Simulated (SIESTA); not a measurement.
The system is W3N4.

```
CELL_PARAMETERS angstrom
4.12200 0.00000 0.00000
0.00000 4.12200 0.00000
0.00000 0.00000 4.12200
ATOMIC_POSITIONS crystal
W 0.50000 0.00000 0.50000
W 0.00000 0.50000 0.50000
W 0.50000 0.50000 0.00000
N 0.00000 0.00000 0.50000
N 0.00000 0.50000 0.00000
N 0.50000 0.00000 0.00000
N 0.50000 0.50000 0.50000
```

```yaml
Program: SIESTA 5.4.2
Task: single point
Functional: PBE
Potentials_or_basis: PseudoDojo 0.4 standard (PBE files)
Basis: DZP (energy shift 0.003 Ry; two zetas on semicore shells)
Grid_cutoff: 800 Ry
Energy_shift: 0.003 Ry
k_mesh: 7 × 7 × 7
Occupations: fermi-dirac, width 0.05 eV
Spin: no spin polarisation
```

On this cell: pressure 42.0 GPa; largest force zero by symmetry; band gap on the k mesh none (metal or under the smearing width).

The same run follows on a disturbed copy (atoms moved at random, drawn with an rms of 0.05 Å):

```
W N
1.0
     4.12200    0.00000    0.00000
     0.00000    4.12200    0.00000
     0.00000    0.00000    4.12200
W N
3 4
Direct
  0.50537 0.01290 0.50513
  0.00126 0.48702 0.48869
  0.49546 0.49159 0.99393
  0.00102 0.00809 0.50621
  0.99340 0.49801 0.99808
  0.50816 0.98322 0.00139
  0.48746 0.50295 0.50691
```

What changes?

The energy (extrapolated to zero smearing) moves by +5.4 meV/atom; pressure 43.6 GPa; largest force 1.822 eV/Å; band gap on the k mesh none (metal or under the smearing width).

Forces on the atoms (eV/Å):
```
W    0.328  0.189 -0.115
W   -0.988  0.568 -0.072
W    0.139 -0.784  0.844
N    0.226 -1.618 -0.201
N    0.090 -0.091 -0.253
N   -0.311  0.093  0.396
N    0.518  1.643 -0.595
```

Stress tensor (GPa, compression positive):
```
42.37  0.08  1.02
 0.08 46.62  0.04
 1.02  0.04 41.75
```

Caveats: short orbitals over semicore shells can move pressures by several GPa; the basis of atomic orbitals isn't converged, which shifts pressures, moduli and gaps; a pressure of tens of GPa on the cell as given is suspect, and the run, the potentials or the cell itself is likely at fault (some runs).
